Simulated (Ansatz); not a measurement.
# TaTiTe4: the cost of one run

Program: Ansatz 0.2.0. Level of theory: DFT r²SCAN+U (U_eff = 1 eV on Ta d), plane waves, PAW, no spin–orbit coupling unless a run says so. These are calculated values, not measurements.

## 1. Starting point

The structure is trigonal, space group P-3m1 (No. 164). Conventional cell: a = 3.736 Å, b = 3.736 Å, c = 14.133 Å, α = 90.00°, β = 90.00°, γ = 120.00°. Ta (site symmetry -3m) is surrounded by 6 Te at 2.82 Å. Te (site symmetry 3m) is surrounded by 3 Ta at 2.82 Å. Te (site symmetry 3m) has 3 Ti at 2.77 Å as nearest neighbours. Ti (site symmetry -3m) is surrounded by 6 Te at 2.77 Å.

As a file:

```cif
data_structure
_symmetry_space_group_name_H-M 'P-3m1'
_symmetry_Int_Tables_number 164
_cell_length_a 3.7363
_cell_length_b 3.7363
_cell_length_c 14.1328
_cell_angle_alpha 90.000
_cell_angle_beta 90.000
_cell_angle_gamma 120.000
_cell_volume 170.86
loop_
_atom_site_label
_atom_site_type_symbol
_atom_site_symmetry_multiplicity
_atom_site_Wyckoff_symbol
_atom_site_fract_x
_atom_site_fract_y
_atom_site_fract_z
_atom_site_occupancy
Ta1 Ta 1 a 0.00000 0.00000 0.00000 1
Te1 Te 2 d 0.66667 0.33333 0.87191 1
Te2 Te 2 d 0.66667 0.33333 0.37710 1
Ti1 Ti 1 b 0.00000 0.00000 0.50000 1
```

Magnetic order typed: ferromagnetic.

An earlier series on this cell reached its lowest free state from «natural orbitals of the symmetric run, filled by rank», perhaps among other starts.

## 2. Random orbitals: single harmonics, second filling

The input, input.yaml:

```yaml
crystal:
  lattice:
    - [3.73630649, 0.0, 0.0]
    - [-1.86815324, 3.23573633, 0.0]
    - [0.0, 0.0, 14.13277935]
  atoms:
    - { symbol: Ta, position: [0.0, 0.0, 0.0], spin: 1.0 }
    - { symbol: Te, position: [0.6666666667, 0.3333333333, 0.871914] }
    - { symbol: Te, position: [0.6666666667, 0.3333333333, 0.377101] }
    - { symbol: Te, position: [0.3333333333, 0.6666666667, 0.622899] }
    - { symbol: Te, position: [0.3333333333, 0.6666666667, 0.128086] }
    - { symbol: Ti, position: [0.0, 0.0, 0.5] }
basis:
  ecutwfc: 500
  ecutrho_ratio: 4
kpoints:
  mp_grid: { grid: [6, 6, 2] }
hamiltonian:
  xc: r2scan
  hubbard:
    sites:
      - { site: 0, l: d, u_eff: 1.0, starting_ns: [{ spin: up, occupation_matrix: s0up }, { spin: down, occupation_matrix: s0down }] }
    occupation_matrices:
      s0up:
        matrix:
          - [0.02, 0.0, 0.0, 0.0, 0.0]
          - [0.0, 0.02, 0.0, 0.0, 0.0]
          - [0.0, 0.0, 0.02, 0.0, 0.0]
          - [0.0, 0.0, 0.0, 0.02, 0.0]
          - [0.0, 0.0, 0.0, 0.0, 0.97]
      s0down:
        matrix:
          - [0.02, 0.0, 0.0, 0.0, 0.0]
          - [0.0, 0.02, 0.0, 0.0, 0.0]
          - [0.0, 0.0, 0.02, 0.0, 0.0]
          - [0.0, 0.0, 0.0, 0.02, 0.0]
          - [0.0, 0.0, 0.0, 0.0, 0.02]
    ns_hold: until_converged
scf:
  occupations: { method: gaussian, width: 0.05 }
  lower_state_search: "off"
  max_iter: 150
output:
  forces: true
  stress: true
  eigenvalues: true
  populations: true
  hubbard: { sites: [{ site: 0, l: d }] }
magnetization:
  spin_polarized: true
```

The typed matrices put 0.97 on the chosen orbitals and 0.02 on the others, and are held until the SCF converges, then released.

Command:

```sh
ansatz run input.yaml --threads 8 --pin off --max-ram 12288MiB --backend cpu --events-out ev --progress --plain --runs-dir out
```

**Question.** How long does this run take on 8 threads of Arm Neoverse V1, shared host, and how much memory does it need?

About 50 s, with a peak of 1.7 GiB.
